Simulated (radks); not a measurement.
# La³⁺ in [Kr] 4d8 5s2 5p6 4f2: an all-electron calculation

Aim: the levels, the sizes of the orbitals and the parts of the energy of the lanthanum ion La3+.

Method: scalar-relativistic Kohn-Sham, SOGGA, spin-polarised, spherical densities, finite nucleus; open shells are filled with parallel spins first. Code: radks (a radial shooting solver on a logarithmic mesh, Libxc functionals) version 1.

## 1. Starting point

| Item | Value |
| --- | --- |
| element | lanthanum (Z = 57) |
| charge | +3 |
| electrons | 54 |
| configuration | [Kr] 4d8 5s2 5p6 4f2 |
| nuclear rms radius | 4.855 fm |

The outer shells:

La³⁺
```
[Kr] core
4d [↑↓][↑↓][↑↓][↑ ][↑ ]
5s [↑↓]
5p [↑↓][↑↓][↑↓]
4f [↑ ][↑ ][  ][  ][  ][  ][  ]
```

## 2. The calculation

Input:

```text
Z 57
configuration [Kr] 4d8 5s2 5p6 4f2 6s0 5d0 6p0 5f0
relativity scalar-relativistic
functional sogga,pbe
spin polarised
nucleus finite rms 4.855 fm
c 137.035999084
```

Launch:

```console
$ python run_ks.py task.json out
```

This one command runs every case of the session in turn.

**Question.** What will this run give?

The runs gave:

| quantity | value |
| --- | --- |
| total energy | -8480.6434 hartree |
| exchange-correlation share of it | 2.34 % |
| −T/E | 1.0577 |
| highest occupied level | 4f up, -32.009 eV |
| most extended occupied level | 5p down, <r> = 1.74 bohr |
| radius at density 0.001 e/bohr³ | 3.48 bohr |
| maxima of the radial density | 4 |

5 principal shells are occupied and 4 maxima appear in the radial density; where shells overlap, one shows as a shoulder or not at all. −T/E is 1.058: with relativity the kinetic term as defined here no longer equals −E. This is not the tabulated ground configuration, so its levels and sizes aren't those of the ground state, and no measured value stands beside it.
